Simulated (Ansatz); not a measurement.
# BBrH5NSi: shift of H7 from Si2 to N3

Aim: the minimum-energy path and barrier of the shift of H7 from Si2 to N3. The ends are relaxed first, then joined by a nudged elastic band. SMILES of the start: B[SiH](N)Br.

Method: RKS PBE-D4/def2-SVP, in Ansatz 0.2.0.

### Step 1. The system as given

Bond lengths: B1–Si2 1.878 Å, Si2–N3 1.775 Å, Si2–Br4 2.210 Å, B1–H5 1.229 Å, B1–H6 1.219 Å, Si2–H7 1.498 Å, N3–H8 1.065 Å, N3–H9 1.026 Å. Angles: B1–Si2–N3 109.0°, B1–Si2–Br4 111.2°, B1–Si2–H7 108.7°, N3–Si2–Br4 109.7°, N3–Si2–H7 109.9°, Br4–Si2–H7 108.3°, Si2–B1–H5 121.7°, Si2–B1–H6 123.3°, H5–B1–H6 115.0°, Si2–N3–H8 106.2°, Si2–N3–H9 111.1°, H8–N3–H9 110.1°.

Structure file:

```xyz
9

B    -0.4715    1.4047   -0.5528
Si    0.3641   -0.2644   -0.3505
N     0.3706   -0.7025    1.3697
Br   -0.6790   -1.8271   -1.5135
H    -0.6446    1.9096   -1.6595
H    -0.9389    2.0361    0.3794
H     1.7707   -0.1619   -0.8545
H     0.9017   -1.6226    1.4392
H    -0.5846   -0.8182    1.7253
```

### Step 2. Relaxing end A

input.yaml reads:

```yaml
crystal:
  periodic: [false, false, false]
  atoms:
    - { symbol: B, position_ang: [-0.4715, 1.4047, -0.5528] }
    - { symbol: Si, position_ang: [0.3641, -0.2644, -0.3505] }
    - { symbol: "N", position_ang: [0.3706, -0.7025, 1.3697] }
    - { symbol: Br, position_ang: [-0.679, -1.8271, -1.5135] }
    - { symbol: H, position_ang: [-0.6446, 1.9096, -1.6595] }
    - { symbol: H, position_ang: [-0.9389, 2.0361, 0.3794] }
    - { symbol: H, position_ang: [1.7707, -0.1619, -0.8545] }
    - { symbol: H, position_ang: [0.9017, -1.6226, 1.4392] }
    - { symbol: H, position_ang: [-0.5846, -0.8182, 1.7253] }
basis:
  gaussian: { orbitals: def2-SVP }
hamiltonian:
  xc: pbe
  dispersion: d4
relax:
  f_tol: 0.02
  max_steps: 50
```

The run is started by

```bash
ansatz run input.yaml --threads 2 --pin off --max-ram 3072MiB --backend cpu --events-out ev --progress --plain --runs-dir out
```

Standard output, cut to the lines that bear on the results:

```text
Warning: RAYON_NUM_THREADS=2 ignored (pool sized by the plan → 2); use --threads N
[...]
Functional definition: PBE
[...]
1157 factors; their error is unknown
[...]
mean field -80141.71523571 eV, -2945.1537129068 hartree, gradient 2.8e-5 eV, S^2 0.000000; 0 other end points of the search recorded, 0 dependent functions left out
[...]
reference -80141.71527214 eV, -2945.1537142455 hartree; 33, 33 occupied and 70, 70 virtual orbitals, 1157 factors
relax step   1: F+E_penalty+E_count = -80141.92124386 eV  Δ(F+E_penalty+E_count) = +0.000e0 eV  max|allowed force component| = 2.134e0 eV/Å  Δτ_max = 0.0000 Å  (30 SCF iters, accepted)
[...]
Atom 1 at     0.620038    -0.098522    -0.117820 Å, force    -0.000407     0.000811    -0.000403 eV/Å
Atom 2 at     0.551529    -0.842065     1.422636 Å, force    -0.001287    -0.004105     0.003543 eV/Å
Atom 3 at    -1.131864    -0.770593    -1.754871 Å, force    -0.000560    -0.000709     0.000466 eV/Å
Atom 4 at    -0.361276     1.962376    -1.674905 Å, force     0.002389     0.000528    -0.000371 eV/Å
Atom 5 at    -1.621982     1.450351    -0.057529 Å, force    -0.001987     0.001664    -0.001406 eV/Å
Atom 6 at     1.866183    -0.604653    -0.779751 Å, force     0.000216     0.001278    -0.001635 eV/Å
Atom 7 at     1.053781    -1.701306     1.654076 Å, force     0.002796    -0.000297    -0.001562 eV/Å
Atom 8 at    -0.204204    -0.639414     2.080356 Å, force    -0.001305     0.003809    -0.002125 eV/Å
Dipole moment:     0.330307    -0.374690     0.577487 e Å
```

Wall time 36 s (2 threads of Arm Neoverse V1, shared host); peak memory 0.15 GiB.

Relaxation path:

```
step  energy from step 1 (eV)  largest force component (eV/Å)
   1                   0.0000                          2.1340
   2                  -0.2598                          1.1433
   3                  -0.3351                          0.4446
   4                  -0.3471                          0.4818
   5                  -0.4342                          0.3845
   6                  -0.4642                          0.5324
   7                  -0.5042                          0.3690
   8                  -0.5642                          0.3257
   9                  -0.6307                          0.4744
  10                  -0.6871                          0.4228
  11                  -0.6955                          0.3716
  12                  -0.7096                          0.2097
  13                  -0.7155                          0.2025
 14x                  -0.7150                          0.2319
  15                  -0.7179                          0.0951
  16                  -0.7186                          0.0235
  17                  -0.7186                          0.0041
```

Step 1 is the start. 1 step was tried and not accepted (marked x).

After: Bond lengths: B1–Si2 1.957 Å, Si2–N3 1.712 Å, B1–Br4 2.238 Å, Si2–Br4 2.490 Å, B1–H5 1.214 Å, B1–H6 1.217 Å, Si2–H7 1.499 Å, N3–H8 1.022 Å, N3–H9 1.022 Å. Angles (14 of 16 angles, heavy atoms first): B1–Si2–N3 124.7°, B1–Si2–Br4 59.0°, N3–Si2–Br4 116.5°, Si2–B1–Br4 72.5°, B1–Br4–Si2 48.5°, B1–Si2–H7 128.7°, N3–Si2–H7 106.5°, Br4–Si2–H7 101.7°, Si2–B1–H5 119.4°, Si2–B1–H6 116.4°, Br4–B1–H5 107.0°, Br4–B1–H6 106.7°, Si2–N3–H8 123.3°, Si2–N3–H9 121.5°.

Pairs that crossed the distance rule for bonds on the way: came closer B1–Br4.

### Step 3. Relaxing end B

The second end starts from a geometry with the move made by hand.

Changes to input.yaml since step 2:

```diff
@@ -9,3 +9,3 @@
     - { symbol: H, position_ang: [-0.9389, 2.0361, 0.3794] }
-    - { symbol: H, position_ang: [1.7707, -0.1619, -0.8545] }
+    - { symbol: H, position_ang: [1.0354, 0.08685, 1.49837] }
     - { symbol: H, position_ang: [0.9017, -1.6226, 1.4392] }
```

The run is started by

```bash
ansatz run input.yaml --threads 2 --pin off --max-ram 3072MiB --backend cpu --events-out ev --progress --plain --runs-dir out
```

Standard output:

```text
Warning: RAYON_NUM_THREADS=2 ignored (pool sized by the plan → 2); use --threads N
The last accepted step is kept in <dir> (removed where the run ends without a failure and the disk answers)
Engine: ansatz 0.2.0, aarch64-unknown-linux-gnu
[... 1 set-up line as earlier in the session ...]
  parameter kappa = 0.804
  parameter beta = 0.06672455060314922
  exchange = pbe_x(kappa = kappa, mu = beta*pi^2/3)
  correlation = pbe_c(beta = beta)
1157 factors; their error is unknown
mean field evaluation 1: about -80124.5828 eV, gradient 6.8e1 eV
mean field evaluation 2: about -80034.3795 eV, gradient 1.4e2 eV
mean field evaluation 4: about -80136.1592 eV, gradient 3.2e1 eV
mean field evaluation 8: about -80140.0151 eV, gradient 1.4e-1 eV
mean field evaluation 16: about -80139.9108 eV, gradient 4.2e-4 eV
mean field -80139.91083296 eV, -2945.0874023287 hartree, gradient 1.3e-5 eV, S^2 0.000000; 0 other end points of the search recorded, 0 dependent functions left out
the calculation of the forces begins
reference -80139.91086842 eV, -2945.0874036317 hartree; 33, 33 occupied and 70, 70 virtual orbitals, 1157 factors
relax step   1: F+E_penalty+E_count = -80140.13108225 eV  Δ(F+E_penalty+E_count) = +0.000e0 eV  max|allowed force component| = 3.788e0 eV/Å  Δτ_max = 0.0000 Å  (30 SCF iters, accepted)
these checks for a lower state are left out or cut short: starts, cluster_reference, orbital_swaps, neighbouring_geometries, increment
1157 factors; their error is unknown
mean field -80140.65404990 eV, -2945.1147150473 hartree, gradient 1.4e-5 eV, S^2 0.000000; 0 other end points of the search recorded, 0 dependent functions left out
the calculation of the forces begins
reference -80140.65408644 eV, -2945.1147163902 hartree; 33, 33 occupied and 70, 70 virtual orbitals, 1157 factors
relax step   2: F+E_penalty+E_count = -80140.87282892 eV  Δ(F+E_penalty+E_count) = -7.417e-1 eV  max|allowed force component| = 2.231e0 eV/Å  Δτ_max = 0.1949 Å  (37 SCF iters, accepted)
these checks for a lower state are left out or cut short: starts, cluster_reference, orbital_swaps, neighbouring_geometries, increment
1157 factors; their error is unknown
mean field evaluation 32: about -80141.0234 eV, gradient 1.7e-1 eV
mean field -80141.02344084 eV, -2945.1282899142 hartree, gradient 1.3e-5 eV, S^2 0.000000; 0 other end points of the search recorded, 0 dependent functions left out
the calculation of the forces begins
reference -80141.02347742 eV, -2945.1282912583 hartree; 33, 33 occupied and 70, 70 virtual orbitals, 1157 factors
relax step   3: F+E_penalty+E_count = -80141.23768476 eV  Δ(F+E_penalty+E_count) = -3.649e-1 eV  max|allowed force component| = 9.328e-1 eV/Å  Δτ_max = 0.1999 Å  (36 SCF iters, accepted)
these checks for a lower state are left out or cut short: starts, cluster_reference, orbital_swaps, neighbouring_geometries, increment
1157 factors; their error is unknown
mean field -80141.12548561 eV, -2945.1320399901 hartree, gradient 1.2e-5 eV, S^2 0.000000; 0 other end points of the search recorded, 0 dependent functions left out
the calculation of the forces begins
reference -80141.12552179 eV, -2945.1320413199 hartree; 33, 33 occupied and 70, 70 virtual orbitals, 1157 factors
relax step   4: F+E_penalty+E_count = -80141.34143461 eV  Δ(F+E_penalty+E_count) = -1.037e-1 eV  max|allowed force component| = 2.855e-1 eV/Å  Δτ_max = 0.1998 Å  (30 SCF iters, accepted)
these checks for a lower state are left out or cut short: starts, cluster_reference, orbital_swaps, neighbouring_geometries, increment
1157 factors; their error is unknown
mean field -80141.10051308 eV, -2945.1311222666 hartree, gradient 1.2e-5 eV, S^2 0.000000; 0 other end points of the search recorded, 0 dependent functions left out
the calculation of the forces begins
reference -80141.10054895 eV, -2945.1311235851 hartree; 33, 33 occupied and 70, 70 virtual orbitals, 1157 factors
relax step   5: F+E_penalty+E_count = -80141.31500696 eV  Δ(F+E_penalty+E_count) = +2.643e-2 eV  max|allowed force component| = 8.021e-1 eV/Å  Δτ_max = 0.0957 Å  (31 SCF iters, rejected (line search))
these checks for a lower state are left out or cut short: starts, cluster_reference, orbital_swaps, neighbouring_geometries, increment
1157 factors; their error is unknown
mean field -80141.14520186 eV, -2945.1327645489 hartree, gradient 8.4e-6 eV, S^2 0.000000; 0 other end points of the search recorded, 0 dependent functions left out
the calculation of the forces begins
reference -80141.14523799 eV, -2945.1327658770 hartree; 33, 33 occupied and 70, 70 virtual orbitals, 1157 factors
relax step   6: F+E_penalty+E_count = -80141.36094513 eV  Δ(F+E_penalty+E_count) = -1.951e-2 eV  max|allowed force component| = 6.386e-2 eV/Å  Δτ_max = 0.0478 Å  (31 SCF iters, accepted)
these checks for a lower state are left out or cut short: starts, cluster_reference, orbital_swaps, neighbouring_geometries, increment
1157 factors; their error is unknown
mean field evaluation 64: about -80141.1512 eV, gradient 8.8e-6 eV
mean field -80141.15122286 eV, -2945.1329858168 hartree, gradient 8.8e-6 eV, S^2 0.000000; 0 other end points of the search recorded, 0 dependent functions left out
the calculation of the forces begins
reference -80141.15125911 eV, -2945.1329871490 hartree; 33, 33 occupied and 70, 70 virtual orbitals, 1157 factors
relax step   7: F+E_penalty+E_count = -80141.36736162 eV  Δ(F+E_penalty+E_count) = -6.416e-3 eV  max|allowed force component| = 9.387e-2 eV/Å  Δτ_max = 0.0780 Å  (30 SCF iters, accepted)
these checks for a lower state are left out or cut short: starts, cluster_reference, orbital_swaps, neighbouring_geometries, increment
1157 factors; their error is unknown
mean field -80141.15368951 eV, -2945.1330764644 hartree, gradient 9.5e-6 eV, S^2 0.000000; 0 other end points of the search recorded, 0 dependent functions left out
the calculation of the forces begins
reference -80141.15372581 eV, -2945.1330777986 hartree; 33, 33 occupied and 70, 70 virtual orbitals, 1157 factors
relax step   8: F+E_penalty+E_count = -80141.36992427 eV  Δ(F+E_penalty+E_count) = -2.563e-3 eV  max|allowed force component| = 2.338e-1 eV/Å  Δτ_max = 0.1013 Å  (30 SCF iters, accepted)
these checks for a lower state are left out or cut short: starts, cluster_reference, orbital_swaps, neighbouring_geometries, increment
1157 factors; their error is unknown
mean field -80141.15713300 eV, -2945.1332030103 hartree, gradient 9.6e-6 eV, S^2 0.000000; 0 other end points of the search recorded, 0 dependent functions left out
the calculation of the forces begins
reference -80141.15716930 eV, -2945.1332043446 hartree; 33, 33 occupied and 70, 70 virtual orbitals, 1157 factors
relax step   9: F+E_penalty+E_count = -80141.37326606 eV  Δ(F+E_penalty+E_count) = -3.342e-3 eV  max|allowed force component| = 3.761e-2 eV/Å  Δτ_max = 0.0625 Å  (30 SCF iters, accepted)
these checks for a lower state are left out or cut short: starts, cluster_reference, orbital_swaps, neighbouring_geometries, increment
1157 factors; their error is unknown
mean field -80141.14901752 eV, -2945.1329047719 hartree, gradient 1.1e-5 eV, S^2 0.000000; 0 other end points of the search recorded, 0 dependent functions left out
the calculation of the forces begins
reference -80141.14905353 eV, -2945.1329060953 hartree; 33, 33 occupied and 70, 70 virtual orbitals, 1157 factors
relax step  10: F+E_penalty+E_count = -80141.36582591 eV  Δ(F+E_penalty+E_count) = +7.440e-3 eV  max|allowed force component| = 2.012e-1 eV/Å  Δτ_max = 0.0914 Å  (30 SCF iters, rejected (line search))
these checks for a lower state are left out or cut short: starts, cluster_reference, orbital_swaps, neighbouring_geometries, increment
1157 factors; their error is unknown
mean field -80141.15796464 eV, -2945.1332335728 hartree, gradient 9.1e-6 eV, S^2 0.000000; 0 other end points of the search recorded, 0 dependent functions left out
the calculation of the forces begins
reference -80141.15800090 eV, -2945.1332349053 hartree; 33, 33 occupied and 70, 70 virtual orbitals, 1157 factors
relax step  11: F+E_penalty+E_count = -80141.37447449 eV  Δ(F+E_penalty+E_count) = -1.208e-3 eV  max|allowed force component| = 3.119e-2 eV/Å  Δτ_max = 0.0446 Å  (31 SCF iters, accepted)
these checks for a lower state are left out or cut short: starts, cluster_reference, orbital_swaps, neighbouring_geometries, increment
1157 factors; their error is unknown
mean field evaluation 96: about -80141.1583 eV, gradient 4.2e-5 eV
mean field -80141.15829192 eV, -2945.1332456000 hartree, gradient 2.7e-5 eV, S^2 0.000000; 0 other end points of the search recorded, 0 dependent functions left out
the calculation of the forces begins
reference -80141.15832817 eV, -2945.1332469320 hartree; 33, 33 occupied and 70, 70 virtual orbitals, 1157 factors
relax step  12: F+E_penalty+E_count = -80141.37447578 eV  Δ(F+E_penalty+E_count) = -1.286e-6 eV  max|allowed force component| = 3.125e-2 eV/Å  Δτ_max = 0.0254 Å  (30 SCF iters, accepted)
these checks for a lower state are left out or cut short: starts, cluster_reference, orbital_swaps, neighbouring_geometries, increment
1157 factors; their error is unknown
mean field -80141.15836027 eV, -2945.1332481118 hartree, gradient 2.6e-5 eV, S^2 0.000000; 0 other end points of the search recorded, 0 dependent functions left out
the calculation of the forces begins
reference -80141.15839653 eV, -2945.1332494442 hartree; 33, 33 occupied and 70, 70 virtual orbitals, 1157 factors
relax step  13: F+E_penalty+E_count = -80141.37472880 eV  Δ(F+E_penalty+E_count) = -2.530e-4 eV  max|allowed force component| = 1.198e-2 eV/Å  Δτ_max = 0.0059 Å  (31 SCF iters, accepted)
1157 factors; their error is unknown
mean field -80141.15836027 eV, -2945.1332481118 hartree, gradient 2.5e-5 eV, S^2 0.000000; 1 other end points of the search recorded, 0 dependent functions left out
the calculation of the forces begins
reference -80141.15839653 eV, -2945.1332494442 hartree; 33, 33 occupied and 70, 70 virtual orbitals, 1157 factors
Total energy: -80141.37476505 eV, -2945.1412008408 hartree
Atom 0 at    -0.537868     1.467390    -0.583897 Å, force     0.001332    -0.009608    -0.011455 eV/Å
Atom 1 at     0.481073    -0.188327    -0.666870 Å, force    -0.004049     0.010436     0.007774 eV/Å
Atom 2 at     0.382447    -0.736332     1.279678 Å, force     0.011984    -0.006100     0.006853 eV/Å
Atom 3 at    -0.703053    -2.046269    -1.373396 Å, force     0.000141    -0.001237     0.001227 eV/Å
Atom 4 at    -1.004073     1.975949    -1.588026 Å, force    -0.000524     0.001150     0.003508 eV/Å
Atom 5 at    -0.321328     2.216298     0.365901 Å, force     0.003500     0.000955     0.003596 eV/Å
Atom 6 at     0.522339     0.092350     1.879465 Å, force    -0.004376    -0.004619    -0.006123 eV/Å
Atom 7 at     1.082764    -1.447139     1.538084 Å, force    -0.008992     0.007308    -0.004997 eV/Å
Atom 8 at    -0.549102    -1.131472     1.484731 Å, force     0.000984     0.001714    -0.000382 eV/Å
Dipole moment:     0.186933    -0.274659     1.225112 e Å
```

It took 29 s on 2 threads of Arm Neoverse V1, shared host; peak memory 0.15 GiB.

Relaxation path:

```
step  energy from step 1 (eV)  largest force component (eV/Å)
   1                   0.0000                          3.7884
   2                  -0.7417                          2.2312
   3                  -1.1066                          0.9328
   4                  -1.2104                          0.2855
  5x                  -1.1839                          0.8021
   6                  -1.2299                          0.0639
   7                  -1.2363                          0.0939
   8                  -1.2388                          0.2338
   9                  -1.2422                          0.0376
 10x                  -1.2347                          0.2012
  11                  -1.2434                          0.0312
  12                  -1.2434                          0.0312
  13                  -1.2436                          0.0120
```

Step 1 is the start. 2 steps were tried and not accepted (marked x).

After: Bond lengths: B1–Si2 1.946 Å, Si2–N3 2.025 Å, Si2–Br4 2.314 Å, B1–H5 1.218 Å, B1–H6 1.229 Å, N3–H7 1.032 Å, N3–H8 1.031 Å, N3–H9 1.032 Å. Angles: B1–Si2–N3 99.4°, B1–Si2–Br4 115.4°, N3–Si2–Br4 92.9°, Si2–B1–H5 121.4°, Si2–B1–H6 117.3°, H5–B1–H6 116.8°, Si2–N3–H7 109.6°, Si2–N3–H8 113.2°, Si2–N3–H9 109.8°, H7–N3–H8 108.4°, H7–N3–H9 108.3°, H8–N3–H9 107.4°.

(Part 1 of 3 ends here.)
